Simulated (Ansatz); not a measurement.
# Sr2CrO4: relaxation and properties

The task, for Sr2CrO4: find the equilibrium cell and see whether it has a gap, which orbitals make up the states near it and how charge is shared.

Method: DFT PBEsol, scalar-relativistic, plane waves, PAW, in Ansatz 0.2.0.

### Step 1. Starting point

It takes space group I4/mmm (No. 139, tetragonal). The conventional cell has a = 3.772 Å, b = 3.772 Å, c = 12.632 Å, α = 90.00°, β = 90.00°, γ = 90.00°. Around Sr (site symmetry 4mm) lie 9 O at 2.49 to 2.67 Å. Cr (site symmetry 4/mmm) has 6 O at 1.89 to 1.97 Å as nearest neighbours. O (site symmetry 4mm) has 1 Cr at 1.97 Å and 5 Sr at 2.49 to 2.67 Å as nearest neighbours. Around O (site symmetry mmm) lie 2 Cr at 1.89 Å and 4 Sr at 2.64 Å.

As a file:

```cif
data_structure
_symmetry_space_group_name_H-M 'I4/mmm'
_symmetry_Int_Tables_number 139
_cell_length_a 3.7723
_cell_length_b 3.7723
_cell_length_c 12.6324
_cell_angle_alpha 90.000
_cell_angle_beta 90.000
_cell_angle_gamma 90.000
_cell_volume 179.76
loop_
_atom_site_label
_atom_site_type_symbol
_atom_site_symmetry_multiplicity
_atom_site_Wyckoff_symbol
_atom_site_fract_x
_atom_site_fract_y
_atom_site_fract_z
_atom_site_occupancy
Sr1 Sr 4 e 0.50000 0.50000 0.14628 1
Cr1 Cr 2 a 0.00000 0.00000 0.00000 1
O1 O 4 e 0.50000 0.50000 0.34368 1
O2 O 4 c 0.00000 0.50000 0.00000 1
```

Source of the structure: the Materials Project (structure only).

(A quick probe on a coarse mesh, which set the mesh and smearing, is not shown.)

### Step 3. Full relaxation

The input, input.yaml:

```yaml
crystal:
  lattice:
    - [-1.8861519754, 1.8861519754, 6.3161875397]
    - [1.8861519754, -1.8861519754, 6.3161875397]
    - [1.8861519754, 1.8861519754, -6.3161875397]
  atoms:
    - { symbol: Sr, position: [0.64628022, 0.64628022, 0.0] }
    - { symbol: Sr, position: [0.35371978, 0.35371978, 0.0] }
    - { symbol: Cr, position: [0.0, 0.0, 0.0], spin: 1.64 }
    - { symbol: O, position: [0.84368432, 0.84368432, 0.0] }
    - { symbol: O, position: [0.15631568, 0.15631568, 0.0] }
    - { symbol: O, position: [0.5, 0.0, 0.5] }
    - { symbol: O, position: [0.0, 0.5, 0.5] }
basis:
  ecutwfc: 420
kpoints:
  mp_grid: { grid: [14, 14, 14] }
hamiltonian:
  xc: pbesol
scf:
  occupations: { method: gaussian, width: 0.1 }
output:
  forces: true
  stress: true
  eigenvalues: true
  populations: true
magnetization:
  spin_polarized: true
relax:
  adjacent_minimum: "off"
  f_tol: 0.005
  max_steps: 80
  cell: { stress_tol: 0.05 }
```

Command:

```bash
$ ansatz run input.yaml --threads 2 --pin off --max-ram 5120MiB --backend cpu --events-out ev --progress --plain --runs-dir out
```

Further runs follow: bands, states and charges.

Q: Predict the outcome of this session. Wanted: relaxed cell; volume; formation energy; total moment; gap; states at the Fermi level; Bader charges.

The runs gave:

```
                                                               quantity                                                                       value
                                            relaxed cell (conventional)  a = 3.751 Å, b = 3.751 Å, c = 12.522 Å, α = 90.00°, β = 90.00°, γ = 90.00°
                                                   space group (0.01 Å)                                                            I4/mmm (No. 139)
                                                                 volume                                                               12.58 Å³/atom
formation energy (elements from runs with the same settings, not shown)                                                               -2.63 eV/atom
                                                           total moment                                                                1.93 μB/cell
                                                                    gap                                                                none (metal)
                                              states at the Fermi level                                                        2.55 per eV per cell
                                                          Bader charges                                      Sr +1.53, Cr +1.91, O -1.31 to -1.17 e
```

**Reading.** The cell shrank by 2.0 % in volume on relaxing. There is no gap at this level. Of the projected weight within 0.25 eV of the Fermi level, the largest part is Cr 3d (65 %) and O 2p (32 %). Charge transfer between the atoms is strong (Bader charges up to 1.9 e).
